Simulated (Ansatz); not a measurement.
# C2H9GeN (GeH2Me(NHMe)): the cost of one run

Computed with Ansatz 0.2.0, Gaussian basis. Level: the settings change from run to run.

**1. The molecule**

The geometry comes from an earlier relaxation with PBE0-D4/def2-SVP; it is a stationary point, not always the lowest conformer.

13 atoms, charge 0, spin multiplicity 1.

Atoms are counted from 1 here; the program's logs count them from 0.

Bond lengths: Ge1–H2 1.543 Å, Ge1–H3 1.555 Å, Ge1–C4 1.946 Å, Ge1–N8 1.838 Å, C4–H5 1.100 Å, C4–H6 1.099 Å, C4–H7 1.100 Å, N8–C9 1.443 Å, N8–H10 1.016 Å, C9–H11 1.111 Å, C9–H12 1.103 Å, C9–H13 1.104 Å. Angles: H2–Ge1–H3 108.1°, H2–Ge1–C4 112.1°, H2–Ge1–N8 106.1°, H3–Ge1–C4 109.9°, H3–Ge1–N8 113.3°, C4–Ge1–N8 107.4°, Ge1–C4–H5 110.5°, Ge1–C4–H6 110.1°, Ge1–C4–H7 110.6°, H5–C4–H6 108.8°, H5–C4–H7 108.1°, H6–C4–H7 108.7°, Ge1–N8–C9 120.6°, Ge1–N8–H10 113.5°, C9–N8–H10 112.4°, N8–C9–H11 115.3°, N8–C9–H12 109.8°, N8–C9–H13 110.8° and more.

**2. r2SCAN0/def2-SVP**

This run has charge -1, multiplicity 2, D3(BJ) dispersion, high accuracy, the search for lower states set to light.

in.yaml

```yaml
crystal:
  periodic: [false, false, false]
  atoms:
    - {symbol: Ge, position_ang: [0.572052, 0.608767, 0.273493]}
    - {symbol: H, position_ang: [0.776069, 0.532321, 1.800816]}
    - {symbol: H, position_ang: [1.973182, 0.601456, -0.400763]}
    - {symbol: C, position_ang: [-0.410141, 2.204349, -0.253626]}
    - {symbol: H, position_ang: [0.139550, 3.110197, 0.040351]}
    - {symbol: H, position_ang: [-1.397628, 2.216352, 0.229146]}
    - {symbol: H, position_ang: [-0.551048, 2.228563, -1.344453]}
    - {symbol: N, position_ang: [-0.459436, -0.843719, -0.177348]}
    - {symbol: C, position_ang: [-0.028718, -2.181938, 0.149518]}
    - {symbol: H, position_ang: [-0.858615, -0.782967, -1.109498]}
    - {symbol: H, position_ang: [0.823046, -2.565600, -0.450944]}
    - {symbol: H, position_ang: [0.280497, -2.227310, 1.207147]}
    - {symbol: H, position_ang: [-0.858811, -2.900461, 0.036150]}
basis:
  gaussian: {orbitals: def2-SVP}
total_charge: -1
magnetization: {spin_polarized: true, initial_magnetization: 1}
hamiltonian: {xc: {name: r2SCAN0}, dispersion: d3bj}
accuracy: high
scf: {lower_state_search: light}
```

The run is started by

```bash
ansatz run in.yaml --threads 4 --pin off --events-out ev --progress --plain --max-ram 3916MiB
```

Q: Estimate wall time and peak memory on 4 threads of Arm Neoverse V1, shared host.

About 36 s, with a peak of 1.1 GiB.
